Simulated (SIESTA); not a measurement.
CsLiCr2Te2S3 in SIESTA: the effect of Hubbard term

Crystal: CsLiCr2Te2S3.

```xyz
9
Lattice="3.4216 -5.1807 0.0078 3.4216 5.1807 0.0078 -2.9041 0.0000 7.4309" Properties=species:S:1:pos:R:3 pbc="T T T"
Cs    0.6167    0.0000    0.0649
Li    2.4219    0.0000    4.1212
Cr    0.1728    2.1297    4.1498
Cr    0.1728   -2.1297    4.1498
Te    4.0786    1.5993    2.1688
Te    4.0786   -1.5993    2.1688
S     2.0049   -2.1476    5.4598
S     2.0049    2.1476    5.4598
S     0.0600    0.0000    3.5978
```

The cell was built by a generator and needn't be a form met in nature.

Alike in all runs:

```yaml
Program: SIESTA 5.4.2
Task: density of states
Functional: PBE
Potentials_or_basis: PseudoDojo 0.4 standard (PBE files)
Basis: DZP (energy shift 0.003 Ry; two zetas on semicore shells; d shell added on Cs)
Grid_cutoff: 800 Ry
Energy_shift: 0.003 Ry
k_mesh: 5 × 5 × 4
Occupations: fermi-dirac, width 0.05 eV
Spin: collinear spin, ferromagnetic start
Starting_moments: "[0.0, 0.0, 3.0, 3.0, 0.0, 0.0, 0.0, 0.0, 0.0] μB"
Hubbard_projector_method: 1
U_from_the_first_cycle: yes
broadening_eV: 0.05 eV
window_from_eV: -10 eV
window_to_eV: 5 eV
```

Question: One run gave: pressure 2.4 GPa; moment 4.76 μB; largest force 1.06 eV/Å. Which Hubbard term did it use?
A. Cr d U = 6 eV
B. Cr d U = 2 eV
C. Cr d U = 4 eV

Answer: B.

```csv
Hubbard term,pressure (GPa),moment (μB),largest force (eV/Å)
Cr d U = 2 eV,2.4,4.76,1.06
Cr d U = 4 eV,4.1,5.46,1.95
Cr d U = 6 eV,5.6,5.88,2.59
```

Caveats: the basis of atomic orbitals isn't converged, which shifts pressures, moduli and gaps; only a ferromagnetic start was run, and an antiferromagnetic order may lie lower in energy; forces of over 1 eV/Å show positions far from the minimum, so gaps and moduli don't describe the material at rest.

Not every run made on this cell is shown here.
